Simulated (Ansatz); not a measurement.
# GaH3S3: the cost of one run

Program: Ansatz 0.2.0, driven from Python. Level of theory: PBE0/def2-SVP. These are calculated values, not measurements.

### Step 1. The structure

Bond lengths: S1–Ga2 2.379 Å, Ga2–S3 1.731 Å, Ga2–S4 1.882 Å, S1–H5 1.397 Å, S3–H6 1.391 Å, S4–H7 1.421 Å. Angles: S1–Ga2–S3 108.9°, S1–Ga2–S4 101.4°, S3–Ga2–S4 145.6°, Ga2–S1–H5 75.9°, Ga2–S3–H6 71.4°, Ga2–S4–H7 71.1°.

No structure file is read: the coordinates are typed or built in the script.

### Step 2. The script

torsion.py reads:

```python
"""Energy of GaH3S3 as one group turns about a bond."""

from dataclasses import dataclass

import ansatz as az
from ase import Atoms


@dataclass(frozen=True)
class Options:
    basis: str = "def2-SVP"
    functional: str = "pbe0"
    force_tol: float = 0.02


opts = Options()


def main() -> None:
    atoms = Atoms(["S", "Ga", "S", "S", "H", "H", "H"], positions=[
        (0.4419, 1.6644, -1.1232),
        (-0.0765, 0.0677, 0.5621),
        (-1.7476, 0.224, 0.9859),
        (1.6419, -0.4054, 1.1672),
        (0.1946, 0.4874, -1.8343),
        (-1.6246, -0.7711, 0.022),
        (1.2316, -1.3351, 0.1746),
    ])

    # relax first, so that the scan starts from a minimum
    first = (
        az.Crystal.molecule_from_ase(atoms).calculation()
        .basis(gaussian=opts.basis)
        .functional(opts.functional)
        .relax(force_tolerance=opts.force_tol, max_steps=80)
    )
    atoms.positions = first.run().report["positions_ang"]

    start = atoms.get_dihedral(0, 1, 2, 5)
    energies = {}
    for turn in range(0, 360, 30):
        turned = atoms.copy()
        turned.set_dihedral(0, 1, 2, 5, start + turn, indices=[2, 5])
        setup = az.Crystal.molecule_from_ase(turned).calculation()
        setup = setup.basis(gaussian=opts.basis)
        setup = setup.functional(opts.functional)
        energies[round((start + turn) % 360)] = setup.run().report["free_energy_ev"]
    floor = min(energies.values())
    print("dihedral S0-Ga1-S2-H5 (deg)   E - E(min) (kcal/mol)")
    for angle, e in sorted(energies.items()):
        print(f"{angle:8d} {23.060548 * (e - floor):14.3f}  " + "#" * int(30 * (e - floor) / max(max(energies.values()) - floor, 1e-9)))


if __name__ == "__main__":
    main()
```

### Step 3. The input behind the calls

The package turns the script's settings into the engine's input (first run):

```yaml
crystal:
  periodic: [false, false, false]
  atoms:
    - { symbol: S, position_ang: [0.4419, 1.6644, -1.1232] }
    - { symbol: Ga, position_ang: [-0.0765, 0.0677, 0.5621] }
    - { symbol: S, position_ang: [-1.7476, 0.224, 0.9859] }
    - { symbol: S, position_ang: [1.6419, -0.4054, 1.1672] }
    - { symbol: H, position_ang: [0.1946, 0.4874, -1.8343] }
    - { symbol: H, position_ang: [-1.6246, -0.7711, 0.022] }
    - { symbol: H, position_ang: [1.2316, -1.3351, 0.1746] }
basis:
  gaussian:
    orbitals: def2-SVP
hamiltonian:
  xc: pbe0
relax:
  f_tol: 0.02
  max_steps: 80
```

### Step 4. Launch

On the command line:

```bash
> python torsion.py
```

**Question.** How long does this script take on 1 thread of Arm Neoverse V1, shared host, and how much memory does it need?

About 2.7 min, with a peak of 0.33 GiB.
